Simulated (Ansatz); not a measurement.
# BFH6OSi2: the cost of one run

Method: RKS PBE0-D4/STO-3G, in Ansatz 0.2.0.

### Step 1. Starting point

Bond lengths: O1–B2 1.398 Å, B2–Si3 1.953 Å, Si3–Si4 2.181 Å, Si4–F5 1.721 Å, O1–H6 1.027 Å, B2–H7 1.212 Å, Si3–H8 1.507 Å, Si3–H9 1.481 Å, Si4–H10 1.400 Å, Si4–H11 1.514 Å. Angles (14 of 16 angles, heavy atoms first): O1–B2–Si3 120.2°, B2–Si3–Si4 108.5°, Si3–Si4–F5 109.1°, O1–B2–H7 118.8°, Si3–B2–H7 121.0°, B2–O1–H6 108.0°, B2–Si3–H8 106.3°, B2–Si3–H9 107.7°, Si4–Si3–H8 109.1°, Si4–Si3–H9 114.4°, Si3–Si4–H10 113.0°, Si3–Si4–H11 108.1°, F5–Si4–H10 109.9°, F5–Si4–H11 104.8°.

As a file:

```xyz
11

O     0.3033    1.9909    1.2240
B     1.0114    0.7912    1.1053
Si    0.0822   -0.8550    0.6161
Si   -0.7614   -0.6075   -1.3797
F    -1.9466    0.6399   -1.3386
H     0.2870    2.4430    0.3016
H     2.2053    0.7956    1.3141
H     1.1306   -1.9371    0.5772
H    -0.9160   -1.1400    1.6722
H     0.2041   -0.3140   -2.3496
H    -1.5345   -1.8639   -1.7219
```

### Step 2. Relaxing the start

input.yaml

```yaml
crystal:
  periodic: [false, false, false]
  atoms:
    - { symbol: O, position_ang: [0.3033, 1.9909, 1.224] }
    - { symbol: B, position_ang: [1.0114, 0.7912, 1.1053] }
    - { symbol: Si, position_ang: [0.0822, -0.855, 0.6161] }
    - { symbol: Si, position_ang: [-0.7614, -0.6075, -1.3797] }
    - { symbol: F, position_ang: [-1.9466, 0.6399, -1.3386] }
    - { symbol: H, position_ang: [0.287, 2.443, 0.3016] }
    - { symbol: H, position_ang: [2.2053, 0.7956, 1.3141] }
    - { symbol: H, position_ang: [1.1306, -1.9371, 0.5772] }
    - { symbol: H, position_ang: [-0.916, -1.14, 1.6722] }
    - { symbol: H, position_ang: [0.2041, -0.314, -2.3496] }
    - { symbol: H, position_ang: [-1.5345, -1.8639, -1.7219] }
basis:
  gaussian: { orbitals: STO-3G }
hamiltonian:
  xc: pbe0
  dispersion: d4
relax:
  f_tol: 0.02
  max_steps: 40
scf:
  lower_state_search: "off"
output:
  orbitals: {}
```

Run with:

```sh
> ansatz run input.yaml --threads 1 --pin off --max-ram 2048MiB --backend cpu --events-out ev --progress --plain --runs-dir out
```

**Question.** How long does this run take on 1 thread of Arm Neoverse V1, shared host, and how much memory does it need?

About 65 s, with a peak of 0.14 GiB.
